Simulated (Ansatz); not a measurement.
# RbBaAl: the cost of one run

Program: Ansatz 0.2.0. Level of theory: DFT PBE, scalar-relativistic, plane waves, PAW. These are calculated values, not measurements.

### 1 The structure to begin with

Symmetry: P4/mmm, No. 123, tetragonal system. The conventional cell has a = 4.437 Å, b = 4.437 Å, c = 4.529 Å, α = 90.00°, β = 90.00°, γ = 90.00°. Rb (site symmetry 4/mmm) is surrounded by 2 Ba at 2.26 Å. Around Ba (site symmetry 4/mmm) lie 2 Rb at 2.26 Å. Al (site symmetry 4/mmm) has 4 Ba at 3.14 Å as nearest neighbours.

Structure file:

```cif
data_structure
_symmetry_space_group_name_H-M 'P4/mmm'
_symmetry_Int_Tables_number 123
_cell_length_a 4.4373
_cell_length_b 4.4373
_cell_length_c 4.5286
_cell_angle_alpha 90.000
_cell_angle_beta 90.000
_cell_angle_gamma 90.000
_cell_volume 89.17
loop_
_atom_site_label
_atom_site_type_symbol
_atom_site_symmetry_multiplicity
_atom_site_Wyckoff_symbol
_atom_site_fract_x
_atom_site_fract_y
_atom_site_fract_z
_atom_site_occupancy
Rb1 Rb 1 d 0.50000 0.50000 0.50000 1
Ba1 Ba 1 c 0.50000 0.50000 0.00000 1
Al1 Al 1 a 0.00000 0.00000 0.00000 1
```

The cell is invented: species swapped into a database cell of HoCoC (P4/mmm, No. 123), with Al on the Ho sites, Rb on the Co sites and Ba on the C sites. Its size is a rough estimate.

### 2 The guess as it stands, on a coarse mesh

input.yaml reads:

```yaml
crystal:
  lattice:
    - [4.43733308, 0.0, 0.0]
    - [0.0, 4.43733308, 0.0]
    - [0.0, 0.0, 4.5285697]
  atoms:
    - { symbol: Rb, position: [0.5, 0.5, 0.5] }
    - { symbol: Ba, position: [0.5, 0.5, 0.0] }
    - { symbol: Al, position: [0.0, 0.0, 0.0] }
basis:
  ecutwfc: 420
kpoints:
  mp_grid: { grid: [4, 4, 4] }
hamiltonian:
  xc: pbe
scf:
  occupations: { method: gaussian, width: 0.1 }
  lower_state_search: "off"
output:
  forces: true
  stress: true
  eigenvalues: true
```

The run is started by

```console
ansatz run input.yaml --threads 1 --pin off --max-ram 2048MiB --backend cpu --events-out ev --progress --plain --runs-dir out
```

What time and memory should one allow on 1 thread of Arm Neoverse V2, shared host?

About 3.1 s, with a peak of 0.33 GiB.
